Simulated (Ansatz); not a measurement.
# BClGeH5NO: the cost of one run

All numbers are computed with the Python package of Ansatz 0.2.0. Level of theory: PBE/6-31G*.

## (1) The system

Bond lengths: O1–B2 1.402 Å, B2–Cl3 1.821 Å, B2–N4 1.575 Å, N4–Ge5 1.841 Å, O1–H6 1.032 Å, N4–H7 1.064 Å, Ge5–H8 1.529 Å, Ge5–H9 1.609 Å, Ge5–H10 1.523 Å. Angles: O1–B2–Cl3 117.8°, O1–B2–N4 123.6°, Cl3–B2–N4 118.4°, B2–O1–H6 107.3°, B2–N4–Ge5 107.2°, B2–N4–H7 103.0°, Ge5–N4–H7 106.3°, N4–Ge5–H8 113.4°, N4–Ge5–H9 108.8°, N4–Ge5–H10 109.2°, H8–Ge5–H9 107.8°, H8–Ge5–H10 108.8°, H9–Ge5–H10 108.7°.

No structure file is read: the coordinates are typed or built in the script.

## (2) The script

bde_bclgeh5no.py

```python
'''X-H bond energies of BClGeH5NO without relaxation.'''

from dataclasses import dataclass

import ansatz as az
from ase import Atoms


@dataclass(frozen=True)
class Settings:
    basis_set: str = '6-31G*'
    functional: str = 'PBE'


settings = Settings()


def energy(molecule, charge=0, unpaired=0):
    calc = (
        molecule.calculation()
        .basis(gaussian=settings.basis_set)
        .functional(settings.functional)
    )
    if charge:
        calc = calc.charge(charge)
    if unpaired:
        calc = calc.spin('collinear', total=unpaired)
    report = calc.run().report
    if report['published_state_doubts']:
        print('  doubts:', report['published_state_doubts'])
    return report['free_energy_ev']

def without(molecule, index):
    rest = az.Crystal.molecule()
    for i, site in enumerate(molecule.cartesian_sites):
        if i != index:
            rest = rest.atom(site.symbol, site.position_ang)
    return rest

atoms = Atoms(['O', 'B', 'Cl', 'N', 'Ge', 'H', 'H', 'H', 'H', 'H'], positions=[
    (-1.7111, -0.8724, 0.5925),
    (-0.3608, -1.2285, 0.4656),
    (0.2967, -2.4852, 1.6074),
    (0.5781, -0.6939, -0.6807),
    (0.7056, 1.1313, -0.4752),
    (-1.7526, -0.0345, 1.1933),
    (-0.001, -0.8561, -1.5589),
    (-0.6451, 1.8443, -0.535),
    (1.3646, 1.4478, 0.9581),
    (1.6088, 1.696, -1.5642),
])
system = az.Crystal.molecule_from_ase(atoms)

whole = energy(system, 0)
hydrogen = energy(az.Crystal.molecule().atom('H', (0, 0, 0)), 0, 1)
print(f'E(molecule) = {whole:.5f} eV, E(H) = {hydrogen:.5f} eV')
for index in [5, 6, 9]:
    radical = energy(without(system, index), 0, 1)
    print(f'H{index}: homolysis {(radical + hydrogen - whole):.3f} eV')
```

## (3) What the engine is handed

The package turns the script's settings into the engine's input (first run):

```yaml
crystal:
  periodic: [false, false, false]
  atoms:
    - { symbol: O, position_ang: [-1.7111, -0.8724, 0.5925] }
    - { symbol: B, position_ang: [-0.3608, -1.2285, 0.4656] }
    - { symbol: Cl, position_ang: [0.2967, -2.4852, 1.6074] }
    - { symbol: "N", position_ang: [0.5781, -0.6939, -0.6807] }
    - { symbol: Ge, position_ang: [0.7056, 1.1313, -0.4752] }
    - { symbol: H, position_ang: [-1.7526, -0.0345, 1.1933] }
    - { symbol: H, position_ang: [-0.001, -0.8561, -1.5589] }
    - { symbol: H, position_ang: [-0.6451, 1.8443, -0.535] }
    - { symbol: H, position_ang: [1.3646, 1.4478, 0.9581] }
    - { symbol: H, position_ang: [1.6088, 1.696, -1.5642] }
basis:
  gaussian:
    orbitals: "6-31G*"
hamiltonian:
  xc: pbe
```

## (4) The run

Started as:

```sh
> python bde_bclgeh5no.py
```

Q: Estimate wall time and peak memory on 1 thread of Intel Xeon Platinum 8259CL at 2.50GHz (Skylake/Cascade Lake), shared host.

About 24 s, with a peak of 0.27 GiB.
